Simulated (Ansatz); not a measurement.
Task: a rigid scan of one bond length of H₄OSn, SMILES [OH][SnH3], with the Ansatz DFT code, driven from Python. Give the script and its output. Use (for the species named): CCSD(T), def2-SVP basis, multiplicity 1.

Contents of `h4osn.xyz`:
```text
6

O     0.99640   -0.82710    0.99710
Sn   -0.26240    0.33460   -0.11790
H     1.07260   -1.58940    0.42230
H    -1.66690   -0.52870   -0.43470
H     0.52820    0.71180   -1.65240
H    -0.62580    1.83480    0.73930
```

Script `scan_h4osn.py`:
```python
"""Stretching a bond of H4OSn, the rest held rigid."""

from dataclasses import dataclass
import warnings

import ansatz as az
import numpy as np


@dataclass(frozen=True)
class Options:
    basis: str = "def2-SVP"
    level: str = "ccsd_t"


cfg = Options()

warnings.simplefilter("ignore", az.DeckWarning)

mol = az.Crystal.molecule_from_extxyz("h4osn.xyz")

symbols = [site.symbol for site in mol.cartesian_sites]
start = np.array([site.position_ang for site in mol.cartesian_sites])
axis = (start[4] - start[1]) / np.linalg.norm(start[4] - start[1])
moving = [4]
lengths, energies = [1.555, 1.626, 1.696, 1.767, 1.838, 1.908, 1.979, 2.085], []
for length in lengths:
    xyz = start.copy()
    xyz[moving] += (length - np.linalg.norm(start[4] - start[1])) * axis
    point = az.Crystal.molecule()
    for symbol, place in zip(symbols, xyz):
        point = point.atom(symbol, place.tolist())
    calc = (
        point.calculation()
        .basis(gaussian=cfg.basis)
        .correlation(cfg.level)
    )
    rep = calc.run(threads=1).report
    energies.append(rep["free_energy_ev"])
    print(f"r = {length:6.3f} A  E = {energies[-1]:.5f} eV  <S^2> = {abs(rep['mean_field']['state']['spin_squared']):.3f}")

# quartic fit about the minimum
fit = np.polynomial.Polynomial.fit(lengths, np.array(energies) - min(energies), 4).convert()
roots = [r.real for r in fit.deriv().roots() if abs(r.imag) < 1e-9 and fit.deriv(2)(r.real) > 0]
r_e = min(roots, key=lambda r: abs(r - lengths[int(np.argmin(energies))]))
print(f"minimum of the fit at {r_e:.4f} A, force constant {fit.deriv(2)(r_e):.2f} eV/A^2")
```

Output of `python scan_h4osn.py`:
```text
r =  1.555 A  E = -7912.75874 eV  <S^2> = 0.000
r =  1.626 A  E = -7912.91635 eV  <S^2> = 0.000
r =  1.696 A  E = -7912.97497 eV  <S^2> = 0.000
r =  1.767 A  E = -7912.96007 eV  <S^2> = 0.000
r =  1.838 A  E = -7912.88891 eV  <S^2> = 0.000
r =  1.908 A  E = -7912.77804 eV  <S^2> = 0.000
r =  1.979 A  E = -7912.63585 eV  <S^2> = 0.000
r =  2.085 A  E = -7912.38739 eV  <S^2> = 0.000
minimum of the fit at 1.7150 A, force constant 13.86 eV/A^2
```

Notes:
- Total energies depend on the basis set; only differences at equal settings carry meaning.
- The rest of the molecule is held rigid at a force-field or estimated start geometry, and the basis set is modest; single-reference methods fail as a bond breaks.
- def2 sets replace the cores of elements past krypton by effective core potentials.
- The orbitals are restricted, so S² is zero by construction.
- S² is that of the Hartree-Fock reference.
- Wall time of the script: 17 s on 1 thread of Arm Neoverse V1, on a shared host, peak memory 0.23 GiB.
